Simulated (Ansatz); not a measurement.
# InH− (doublet): wave-function methods side by side at distance In1–H2 = 2.356 Å, def2-SVPD

Aim: climb from Hartree-Fock through coupled cluster and multireference methods for InH− (doublet) at one geometry and basis, and see what each rung misses.

Program: Ansatz 0.2.0, Gaussian basis. Level of theory: def2-SVPD, core rule «outside noble gas», up to 9 orbitals frozen. These are calculated values, not measurements.

Plan: UHF; CCSD(T) on ROHF; CCSD(T) on UHF; BCCD(T) on ROHF; CISD; CCSDT(Q) on ROHF; CCSDT(Q) on UHF; CASSCF and MRCISD+Q, 3 electrons in 3 orbitals; CASSCF and NEVPT2, 3 electrons in 3 orbitals; CASSCF and MRCISD+Q, 5 electrons in 5 orbitals; CASSCF and NEVPT2, 5 electrons in 5 orbitals; Full CI.

18 further runs of the same task are left out: 1 for a known fault of the program, 12 that didn't finish, 5 set aside as unsound or not needed.

## Step 1: What is computed

The geometry derives from a PBE0/def2-TZVPD stationary point (not a proven minimum). One bond is set to the value named and the two fragments are kept rigid. No spin-orbit coupling is included. Elements past krypton take def2 core potentials.

2 atoms, charge -1, spin multiplicity 2.

Atoms are counted from 1 here; the program's logs count them from 0.

No contacts short enough for the rule that draws bonds.

## Step 2: UHF

Input file in.yaml:

```yaml
crystal:
  periodic: [false, false, false]
  atoms:
    - {symbol: In, position_ang: [0.000000, 0.000000, 0.000000]}
    - {symbol: H, position_ang: [0.000000, 0.000000, 2.356000]}
basis:
  gaussian: {orbitals: def2-SVPD}
total_charge: -1
magnetization: {spin_polarized: true, initial_magnetization: 1}
hamiltonian: {xc: hf}
output: {orbitals: {seedname: orbitals}}
```

Launch:

```console
> ansatz run in.yaml --threads 1 --pin off --events-out ev --progress --plain --max-ram 2393MiB
```

Further steps of the session: CCSD(T) on ROHF; CCSD(T) on UHF; BCCD(T) on ROHF; CISD; CCSDT(Q) on ROHF; CCSDT(Q) on UHF; CASSCF and MRCISD+Q, 3 electrons in 3 orbitals; CASSCF and NEVPT2, 3 electrons in 3 orbitals; CASSCF and MRCISD+Q, 5 electrons in 5 orbitals; CASSCF and NEVPT2, 5 electrons in 5 orbitals; Full CI.

Q: Predict the results of all the runs planned. Wanted: FCI below the RHF energy; RMP2 from FCI; UMP2 from FCI; RCCSD from FCI; RCCSD(T) from FCI; UCCSD(T) from FCI; RCCSDT(Q) from FCI; UCCSDT(Q) from FCI; NEVPT2 pair from FCI.

**Answer**, as computed:

```
                         quantity                                                                                               value
         FCI below the RHF energy                                                                                          -2.2392 eV
                    RMP2 from FCI                                                                                        +63.5 kJ/mol
                    UMP2 from FCI                                                                                        +63.6 kJ/mol
                   RCCSD from FCI                                                                                         +7.2 kJ/mol
                RCCSD(T) from FCI                                                                                         +2.0 kJ/mol
                UCCSD(T) from FCI                                                                                         +1.6 kJ/mol
               RCCSDT(Q) from FCI                                                                                          0.0 kJ/mol
               UCCSDT(Q) from FCI                                                                                         -0.4 kJ/mol
             NEVPT2 pair from FCI                                                                                        +53.1 kJ/mol
           MRCISD+Q pair from FCI                                                                                         -3.5 kJ/mol
          NEVPT2 valence from FCI                                                                                        +44.9 kJ/mol
levels within 1 kcal/mol (43 meV)  RCCSD(T), UCCSD(T), BCCD(T), RCCSDT, UCCSDT, RCCSDT(Q), UCCSDT(Q), MRCISD+Q pair, MRCISD+Q valence
                    T1 diagnostic                                                                                               0.027
   effectively unpaired electrons                                                                                                1.09
```

In words: RCCSD(T) lands +2.0 kJ/mol from the yardstick (0.9 % of the correlation energy). UCCSDT, UCCSDT(Q), MRCISD+Q pair, MRCISD+Q valence fall below full CI: unrestricted runs freeze a spin-polarised core, another one than full CI's, and coupled cluster isn't variational. One determinant dominates. Of the multireference levels listed MRCISD+Q valence comes nearest in total energy (-0.6 kJ/mol), which doesn't show that its space is the better one. These misses are within one basis, not against nature; the frozen cores of restricted and unrestricted runs differ, which can shift their rows.
